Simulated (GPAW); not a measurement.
# Ti3Ag (Pm-3m) in GPAW: a series of runs

The runs below take Ti3Ag through relaxation of cell and atoms, with PBEsol.

Program: GPAW 26.7.0. These are calculated values, not measurements. Logs are shortened: lines on timing, memory, paths and dates and some standing lists are left out, and cuts for length are marked. The log counts tension as positive stress, the text compression.

## 1. The crystal as given

It takes space group Pm-3m (No. 221, cubic). The conventional cell has a = 4.099 Å, b = 4.099 Å, c = 4.099 Å, α = 90.00°, β = 90.00°, γ = 90.00°. Around Ag (site symmetry m-3m) lie 12 Ti at 2.90 Å. Ti (site symmetry 4/mmm) is surrounded by 4 Ag at 2.90 Å and 8 Ti at 2.90 Å.

The cell comes from a database or a generator and needn't be the stable form of this composition.

## 2. Relaxation of cell and atoms, PBEsol, target pressure 10 GPa, at which the enthalpy is minimised

The input, run.py:

```python
from ase import Atoms
from ase.filters import FrechetCellFilter
from ase.io import write
from ase.optimize import BFGS
from ase.units import GPa
from gpaw import GPAW, PW, setup_paths

setup_paths.insert(0, '.')

atoms = Atoms(['Ag', 'Ti', 'Ti', 'Ti'],
              cell=[[4.098807, 0.0, 0.0],
                    [0.0, 4.098807, 0.0],
                    [0.0, 0.0, 4.098807]],
              scaled_positions=[[0.0, 0.0, 0.0],
                                [0.0, 0.5, 0.5],
                                [0.5, 0.0, 0.5],
                                [0.5, 0.5, 0.0]],
              pbc=True)

calc = GPAW(mode=PW(600),
            xc='PBEsol',
            kpts={'size': (6, 6, 6), 'gamma': True},
            occupations={'name': 'fermi-dirac', 'width': 0.05},
            nbands=48,
            convergence={'density': 1e-05, 'forces': 0.0001},
            maxiter=150,
            txt='gpaw.txt')
atoms.calc = calc
opt = BFGS(FrechetCellFilter(atoms, scalar_pressure=10 * GPa), trajectory='relax.traj', logfile='-')
done = opt.run(fmax=0.02, steps=60)
calc.write('gs.gpw')
write('result.traj', atoms)
print('Converged:', done)
print('Cell:', atoms.cell.cellpar().round(4))
print('Volume:', round(atoms.get_volume(), 4))
print(atoms.get_scaled_positions().round(5))
```

Potentials or basis: PAW data sets generated in the run's folder for this functional, pw.

Command:

```
$ gpaw-setup -f PBEsol Ag Ti
$ OMP_NUM_THREADS=1 python run.py
```

gpaw.txt:

```text
__  _  _
 | _ |_)|_||  |
 |__||  | ||/\| - 26.7.0

Input parameters:
  mode=PW(ecut=600.0),
  convergence={'density': 1e-05, 'forces': 0.0001},
  kpts=MonkhorstPack(size=(6, 6, 6), gamma=True),
  maxiter=150,
  nbands=48,
  occupations=Occupations(name='fermi-dirac', width=0.05),
  xc=XC(name='PBEsol')

Diagonalizing LCAO Hamiltonian
Converting LCAO to pw mode
    .---------.
   /|         |
  / |         |
 *  |         |
 | Ti         |
 |  .-Ti------.
 | /    Ti   /
 |/         /
 Ag--------*

Atoms  # Å, Bohr magnetons
|   | symbol |        x |        y |        z |    initial magnetic moments |
|---|--------|----------|----------|----------|-----------------------------|
| 0 |     Ag | 0.000000 | 0.000000 | 0.000000 | ( 0.0000,  0.0000,  0.0000) |
| 1 |     Ti | 0.000000 | 2.049403 | 2.049403 | ( 0.0000,  0.0000,  0.0000) |
| 2 |     Ti | 2.049403 | 0.000000 | 2.049403 | ( 0.0000,  0.0000,  0.0000) |
| 3 |     Ti | 2.049403 | 2.049403 | 0.000000 | ( 0.0000,  0.0000,  0.0000) |

Unit cell  # Å
| periodic |        x |        y |        z |  lengths |    angles |
|----------|----------|----------|----------|----------|-----------|
|      yes | 4.098807 | 0.000000 | 0.000000 | 4.098807 | 90.000000 |
|      yes | 0.000000 | 4.098807 | 0.000000 | 4.098807 | 90.000000 |
|      yes | 0.000000 | 0.000000 | 4.098807 | 4.098807 | 90.000000 |

Number of symmetries: 48
Symmetry operations  # r_c * U_cc + t_c -> r_c
|    | kind |            matrix            |
|----|------|------------------------------|
|  0 |  E   |  1, 0, 0,  0, 1, 0,  0, 0, 1 |
|  1 |  σ   |  1, 0, 0,  0, 1, 0,  0, 0,-1 |
|  2 |  σ   |  1, 0, 0,  0, 0, 1,  0, 1, 0 |
|  3 |  C4  |  1, 0, 0,  0, 0, 1,  0,-1, 0 |
|  4 |  C4  |  1, 0, 0,  0, 0,-1,  0, 1, 0 |
|  5 |  σ   |  1, 0, 0,  0, 0,-1,  0,-1, 0 |
|  6 |  σ   |  1, 0, 0,  0,-1, 0,  0, 0, 1 |
|  7 |  C2  |  1, 0, 0,  0,-1, 0,  0, 0,-1 |
|  8 |  σ   |  0, 1, 0,  1, 0, 0,  0, 0, 1 |
|  9 |  C2  |  0, 1, 0,  1, 0, 0,  0, 0,-1 |
| 10 |  C3  |  0, 1, 0,  0, 0, 1,  1, 0, 0 |
| 11 |  S6  |  0, 1, 0,  0, 0, 1, -1, 0, 0 |
| 12 |  S6  |  0, 1, 0,  0, 0,-1,  1, 0, 0 |
| 13 |  C3  |  0, 1, 0,  0, 0,-1, -1, 0, 0 |
[... 222 lines left out ...]
|         33 |        11.330 |     0.000 |
|         34 |        11.330 |     0.000 |
|        ... |               |           |
|         47 |        20.295 |     0.000 |

No gap
No difference between direct/indirect transitions

Stress tensor  # eV/Ang^3
|         x |         y |        z |
|-----------|-----------|----------|
|  0.034882 | -0.000000 | 0.000000 |
| -0.000000 |  0.034882 | 0.000000 |
|  0.000000 |  0.000000 | 0.034882 |

Forces  # eV/Ang
|        x |        y |        z |
|----------|----------|----------|
| -0.00000 | -0.00000 | -0.00000 |  # Ag   0
|  0.00000 |  0.00000 |  0.00000 |  # Ti   1
|  0.00000 |  0.00000 |  0.00000 |  # Ti   2
| -0.00000 |  0.00000 |  0.00000 |  # Ti   3

Interpolating wave functions to new cell

         Ti
            Ti
              Ti
       Ag

Atoms  # Å, Bohr magnetons
|   | symbol |         x |         y |         z |    initial magnetic moments |
|---|--------|-----------|-----------|-----------|-----------------------------|
| 0 |     Ag | -0.000000 | -0.000000 | -0.000000 | ( 0.0000,  0.0000,  0.0000) |
| 1 |     Ti |  0.000000 |  2.037180 |  2.037180 | ( 0.0000,  0.0000,  0.0000) |
| 2 |     Ti |  2.037180 |  0.000000 |  2.037180 | ( 0.0000,  0.0000,  0.0000) |
| 3 |     Ti |  2.037180 |  2.037180 |  0.000000 | ( 0.0000,  0.0000,  0.0000) |

Unit cell  # Å
| periodic |        x |        y |        z |  lengths |    angles |
|----------|----------|----------|----------|----------|-----------|
|      yes | 4.074361 | 0.000000 | 0.000000 | 4.074361 | 90.000000 |
|      yes | 0.000000 | 4.074361 | 0.000000 | 4.074361 | 90.000000 |
|      yes | 0.000000 | 0.000000 | 4.074361 | 4.074361 | 90.000000 |

Number of symmetries: 48
Symmetry operations  # r_c * U_cc + t_c -> r_c
|    | kind |            matrix            |
|----|------|------------------------------|
|  0 |  E   |  1, 0, 0,  0, 1, 0,  0, 0, 1 |
|  1 |  σ   |  1, 0, 0,  0, 1, 0,  0, 0,-1 |
|  2 |  σ   |  1, 0, 0,  0, 0, 1,  0, 1, 0 |
|  3 |  C4  |  1, 0, 0,  0, 0, 1,  0,-1, 0 |
|  4 |  C4  |  1, 0, 0,  0, 0,-1,  0, 1, 0 |
|  5 |  σ   |  1, 0, 0,  0, 0,-1,  0,-1, 0 |
|  6 |  σ   |  1, 0, 0,  0,-1, 0,  0, 0, 1 |
|  7 |  C2  |  1, 0, 0,  0,-1, 0,  0, 0,-1 |
|  8 |  σ   |  0, 1, 0,  1, 0, 0,  0, 0, 1 |
|  9 |  C2  |  0, 1, 0,  1, 0, 0,  0, 0,-1 |
| 10 |  C3  |  0, 1, 0,  0, 0, 1,  1, 0, 0 |
| 11 |  S6  |  0, 1, 0,  0, 0, 1, -1, 0, 0 |
| 12 |  S6  |  0, 1, 0,  0, 0,-1,  1, 0, 0 |
| 13 |  C3  |  0, 1, 0,  0, 0,-1, -1, 0, 0 |
[... 220 lines left out ...]
|         33 |        11.605 |     0.000 |
|         34 |        11.605 |     0.000 |
|        ... |               |           |
|         47 |        20.669 |     0.000 |

No gap
No difference between direct/indirect transitions

Stress tensor  # eV/Ang^3
|         x |         y |        z |
|-----------|-----------|----------|
|  0.022739 | -0.000000 | 0.000000 |
| -0.000000 |  0.022739 | 0.000000 |
|  0.000000 |  0.000000 | 0.022739 |

Forces  # eV/Ang
|        x |       y |        z |
|----------|---------|----------|
| -0.00000 | 0.00000 | -0.00000 |  # Ag   0
|  0.00000 | 0.00000 |  0.00000 |  # Ti   1
|  0.00000 | 0.00000 |  0.00000 |  # Ti   2
|  0.00000 | 0.00000 |  0.00000 |  # Ti   3

Interpolating wave functions to new cell

         Ti
            Ti
              Ti
       Ag

Atoms  # Å, Bohr magnetons
|   | symbol |         x |         y |         z |    initial magnetic moments |
|---|--------|-----------|-----------|-----------|-----------------------------|
| 0 |     Ag | -0.000000 | -0.000000 | -0.000000 | ( 0.0000,  0.0000,  0.0000) |
| 1 |     Ti | -0.000000 |  1.963897 |  1.963897 | ( 0.0000,  0.0000,  0.0000) |
| 2 |     Ti |  1.963897 |  0.000000 |  1.963897 | ( 0.0000,  0.0000,  0.0000) |
| 3 |     Ti |  1.963897 |  1.963897 |  0.000000 | ( 0.0000,  0.0000,  0.0000) |

Unit cell  # Å
| periodic |         x |        y |        z |  lengths |    angles |
|----------|-----------|----------|----------|----------|-----------|
|      yes |  3.927795 | 0.000000 | 0.000000 | 3.927795 | 90.000000 |
|      yes | -0.000000 | 3.927795 | 0.000000 | 3.927795 | 90.000000 |
|      yes |  0.000000 | 0.000000 | 3.927795 | 3.927795 | 90.000000 |

Number of symmetries: 48
Symmetry operations  # r_c * U_cc + t_c -> r_c
|    | kind |            matrix            |
|----|------|------------------------------|
|  0 |  E   |  1, 0, 0,  0, 1, 0,  0, 0, 1 |
|  1 |  σ   |  1, 0, 0,  0, 1, 0,  0, 0,-1 |
|  2 |  σ   |  1, 0, 0,  0, 0, 1,  0, 1, 0 |
|  3 |  C4  |  1, 0, 0,  0, 0, 1,  0,-1, 0 |
|  4 |  C4  |  1, 0, 0,  0, 0,-1,  0, 1, 0 |
|  5 |  σ   |  1, 0, 0,  0, 0,-1,  0,-1, 0 |
|  6 |  σ   |  1, 0, 0,  0,-1, 0,  0, 0, 1 |
|  7 |  C2  |  1, 0, 0,  0,-1, 0,  0, 0,-1 |
|  8 |  σ   |  0, 1, 0,  1, 0, 0,  0, 0, 1 |
|  9 |  C2  |  0, 1, 0,  1, 0, 0,  0, 0,-1 |
| 10 |  C3  |  0, 1, 0,  0, 0, 1,  1, 0, 0 |
| 11 |  S6  |  0, 1, 0,  0, 0, 1, -1, 0, 0 |
| 12 |  S6  |  0, 1, 0,  0, 0,-1,  1, 0, 0 |
| 13 |  C3  |  0, 1, 0,  0, 0,-1, -1, 0, 0 |
[... 169 lines left out ...]
SCF iterations
|iter     | |      energy | eigst |  dens |force |
|---------|-|-------------|-------|-------|------|
|iter:   1| |  -26.280847 | +0.07 |       |      |
|iter:   2| |  -25.789535 | -1.82 | -1.14 |      |
|iter:   3| |  -24.564510 | -1.47 | -1.22 |      |
|iter:   4| |  -24.518706 | -2.22 | -1.76 |      |
|iter:   5| |  -24.526866 | -3.51 | -2.29 |      |
|iter:   6| |  -24.536720c| -3.39 | -2.48 |      |
|iter:   7| |  -24.536166c| -4.66 | -3.08 |      |
|iter:   8| |  -24.536177c| -5.39 | -3.60 |      |
|iter:   9| |  -24.536174c| -6.06 | -4.00 |      |
|iter:  10| |  -24.536174c| -7.46c| -4.87 |      |
|iter:  11| |  -24.536174c| -8.02c| -5.46c|      |
|iter:  12| |  -24.536174c| -8.54c| -6.17c|-24.26c|

Converged in 12 steps
Energy contributions relative to reference atoms: (reference = -214122.210520)

Energy contributions:
  Kinetic:          22.321256
  Coulomb:         -19.143641
  Zero:              0.326120
  External:          0.000000
  Xc:              -28.013990
  Entropy:          -0.051840
  Spinorbit:         0.000000
  ----------------------------
  Free energy:     -24.562094
  Extrapolated:    -24.536174
[... 23 lines left out ...]
|         31 |        12.762 |     0.000 |
|         32 |        12.762 |     0.000 |
|        ... |               |           |
|         47 |        23.083 |     0.000 |

No gap
No difference between direct/indirect transitions

Stress tensor  # eV/Ang^3
|         x |         y |         z |
|-----------|-----------|-----------|
| -0.075437 | -0.000000 |  0.000000 |
| -0.000000 | -0.075437 |  0.000000 |
|  0.000000 |  0.000000 | -0.075437 |

Forces  # eV/Ang
|        x |        y |        z |
|----------|----------|----------|
|  0.00000 |  0.00000 |  0.00000 |  # Ag   0
|  0.00000 |  0.00000 | -0.00000 |  # Ti   1
|  0.00000 | -0.00000 |  0.00000 |  # Ti   2
| -0.00000 |  0.00000 |  0.00000 |  # Ti   3

Interpolating wave functions to new cell

         Ti
            Ti
              Ti
       Ag

Atoms  # Å, Bohr magnetons
|   | symbol |         x |         y |         z |    initial magnetic moments |
|---|--------|-----------|-----------|-----------|-----------------------------|
| 0 |     Ag |  0.000000 | -0.000000 | -0.000000 | ( 0.0000,  0.0000,  0.0000) |
| 1 |     Ti | -0.000000 |  1.972586 |  1.972586 | ( 0.0000,  0.0000,  0.0000) |
| 2 |     Ti |  1.972586 |  0.000000 |  1.972586 | ( 0.0000,  0.0000,  0.0000) |
| 3 |     Ti |  1.972586 |  1.972586 |  0.000000 | ( 0.0000,  0.0000,  0.0000) |

Unit cell  # Å
| periodic |         x |        y |        z |  lengths |    angles |
|----------|-----------|----------|----------|----------|-----------|
|      yes |  3.945172 | 0.000000 | 0.000000 | 3.945172 | 90.000000 |
|      yes | -0.000000 | 3.945172 | 0.000000 | 3.945172 | 90.000000 |
|      yes |  0.000000 | 0.000000 | 3.945172 | 3.945172 | 90.000000 |

Number of symmetries: 48
Symmetry operations  # r_c * U_cc + t_c -> r_c
|    | kind |            matrix            |
|----|------|------------------------------|
|  0 |  E   |  1, 0, 0,  0, 1, 0,  0, 0, 1 |
|  1 |  σ   |  1, 0, 0,  0, 1, 0,  0, 0,-1 |
|  2 |  σ   |  1, 0, 0,  0, 0, 1,  0, 1, 0 |
|  3 |  C4  |  1, 0, 0,  0, 0, 1,  0,-1, 0 |
|  4 |  C4  |  1, 0, 0,  0, 0,-1,  0, 1, 0 |
|  5 |  σ   |  1, 0, 0,  0, 0,-1,  0,-1, 0 |
|  6 |  σ   |  1, 0, 0,  0,-1, 0,  0, 0, 1 |
|  7 |  C2  |  1, 0, 0,  0,-1, 0,  0, 0,-1 |
|  8 |  σ   |  0, 1, 0,  1, 0, 0,  0, 0, 1 |
|  9 |  C2  |  0, 1, 0,  1, 0, 0,  0, 0,-1 |
| 10 |  C3  |  0, 1, 0,  0, 0, 1,  1, 0, 0 |
| 11 |  S6  |  0, 1, 0,  0, 0, 1, -1, 0, 0 |
| 12 |  S6  |  0, 1, 0,  0, 0,-1,  1, 0, 0 |
| 13 |  C3  |  0, 1, 0,  0, 0,-1, -1, 0, 0 |
[... 220 lines left out ...]
|         31 |        12.538 |     0.000 |
|         32 |        12.538 |     0.000 |
|        ... |               |           |
|         47 |        22.780 |     0.000 |

No gap
No difference between direct/indirect transitions

Stress tensor  # eV/Ang^3
|         x |         y |         z |
|-----------|-----------|-----------|
| -0.061199 | -0.000000 |  0.000000 |
| -0.000000 | -0.061199 |  0.000000 |
|  0.000000 |  0.000000 | -0.061199 |

Forces  # eV/Ang
|        x |       y |        z |
|----------|---------|----------|
| -0.00000 | 0.00000 |  0.00000 |  # Ag   0
|  0.00000 | 0.00000 |  0.00000 |  # Ti   1
|  0.00000 | 0.00000 |  0.00000 |  # Ti   2
|  0.00000 | 0.00000 | -0.00000 |  # Ti   3

# Writing to gs.gpw (mode='')
```

Run time: 2.8 min. Hardware: 1 thread of Arm Neoverse V2, shared host; peak memory 0.25 GiB.

Results:

```
Free energy                                            : -24.6213 eV
Relaxed volume                                         : 15.35 Å³/atom
Relaxed cell                                           : a = 3.945 Å, b = 3.945 Å, c = 3.945 Å, α = 90.00°, β = 90.00°, γ = 90.00°
Space group after relaxing (to 0.05 Å)                 : Pm-3m (No. 221)
Energy change on relaxing (the enthalpy is what falls) : +23.3 meV/atom
Ionic steps                                            : 4
Pressure after relaxing                                : 9.8 GPa
Band gap on the k mesh                                 : none (metal or under the smearing width)
```

The path:
| step | energy change (eV) | largest force (eV/Å) | pressure (GPa) | volume (Å³) |
| --- | --- | --- | --- | --- |
| 1 | 0.0000 | 0.0000 | -5.59 | 68.86 |
| 2 | -0.0307 | 0.0000 | -3.64 | 67.64 |
| 3 | 0.1524 | 0.0000 | 12.09 | 60.60 |
| 4 | 0.0933 | 0.0000 | 9.81 | 61.40 |

Final structure:
```xyz
4
Lattice="3.9452 0.0000 0.0000 0.0000 3.9452 0.0000 0.0000 0.0000 3.9452" Properties=species:S:1:pos:R:3 pbc="T T T"
Ag    0.0000    0.0000    0.0000
Ti    0.0000    1.9726    1.9726
Ti    1.9726    0.0000    1.9726
Ti    1.9726    1.9726    0.0000
```

Levels at points of the mesh, in eV from the Fermi level:
| k point | band 23 | band 24 | band 25 | band 26 | band 27 | band 28 | band 29 | band 30 |
| --- | --- | --- | --- | --- | --- | --- | --- | --- |
| (0.00, 0.00, 0.00) | -0.61 | -0.61 | -0.61 | 0.01 | 0.01 | 2.65 | 2.65 | 2.65 |
| (0.50, 0.00, 0.00) | -1.95 | -0.78 | -0.73 | -0.73 | 0.94 | 0.94 | 1.00 | 1.19 |
| (0.50, 0.50, 0.00) | -2.50 | -1.14 | -0.85 | -0.39 | -0.18 | -0.18 | 1.21 | 1.21 |
| (0.50, 0.50, 0.50) | -1.10 | -1.10 | 0.26 | 0.26 | 0.26 | 0.74 | 0.74 | 0.74 |

Caveat: later steps reuse the first step's grids.

## 3. Relaxation of cell and atoms, PBEsol, target pressure 20 GPa, at which the enthalpy is minimised

run.py: that of step 2 with these lines changed.

```diff
@@ -28,3 +28,3 @@
 atoms.calc = calc
-opt = BFGS(FrechetCellFilter(atoms, scalar_pressure=10 * GPa), trajectory='relax.traj', logfile='-')
+opt = BFGS(FrechetCellFilter(atoms, scalar_pressure=20 * GPa), trajectory='relax.traj', logfile='-')
 done = opt.run(fmax=0.02, steps=60)
```

Potentials or basis: PAW data sets generated in the run's folder for this functional, pw.

Command:

```
$ gpaw-setup -f PBEsol Ag Ti
$ OMP_NUM_THREADS=1 python run.py
```

Wall time 3.2 min (1 thread of Arm Neoverse V2, shared host); peak memory 0.28 GiB.

It converged, with:

```
Free energy                                            : -24.3057 eV
Relaxed volume                                         : 14.53 Å³/atom
Relaxed cell                                           : a = 3.874 Å, b = 3.874 Å, c = 3.874 Å, α = 90.00°, β = 90.00°, γ = 90.00°
Space group after relaxing (to 0.05 Å)                 : Pm-3m (No. 221)
Energy change on relaxing (the enthalpy is what falls) : +102.2 meV/atom
Ionic steps                                            : 5
Pressure after relaxing                                : 20.0 GPa
Band gap on the k mesh                                 : none (metal or under the smearing width)
```

Step by step:
| step | energy change (eV) | largest force (eV/Å) | pressure (GPa) | volume (Å³) |
| --- | --- | --- | --- | --- |
| 1 | 0.0000 | 0.0000 | -5.59 | 68.86 |
| 2 | -0.0422 | 0.0000 | -2.31 | 66.86 |
| 3 | 0.4897 | 0.0000 | 22.13 | 57.55 |
| 4 | 0.3998 | 0.0000 | 19.75 | 58.21 |
| 5 | 0.4087 | 0.0000 | 20.00 | 58.14 |

Final structure:
```
CELL_PARAMETERS angstrom
3.87392 0.00000 0.00000
0.00000 3.87392 0.00000
0.00000 0.00000 3.87392
ATOMIC_POSITIONS crystal
Ag 0.00000 0.00000 0.00000
Ti 0.00000 0.50000 0.50000
Ti 0.50000 0.00000 0.50000
Ti 0.50000 0.50000 0.00000
```

Levels at points of the mesh, in eV from the Fermi level:
| k point | band 23 | band 24 | band 25 | band 26 | band 27 | band 28 | band 29 | band 30 |
| --- | --- | --- | --- | --- | --- | --- | --- | --- |
| (0.00, 0.00, 0.00) | -0.66 | -0.66 | -0.66 | 0.04 | 0.04 | 2.84 | 2.84 | 2.84 |
| (0.50, 0.00, 0.00) | -2.11 | -0.87 | -0.79 | -0.79 | 1.02 | 1.02 | 1.08 | 1.24 |
| (0.50, 0.50, 0.00) | -2.54 | -1.10 | -0.95 | -0.42 | -0.25 | -0.25 | 1.29 | 1.29 |
| (0.50, 0.50, 0.50) | -1.12 | -1.12 | 0.35 | 0.35 | 0.35 | 0.76 | 0.76 | 0.76 |

Caveat: later steps reuse the first step's grids; the volume moved by over 15 % at a fixed basis, so the end points are rough.

(Part 1 of 2 ends here.)
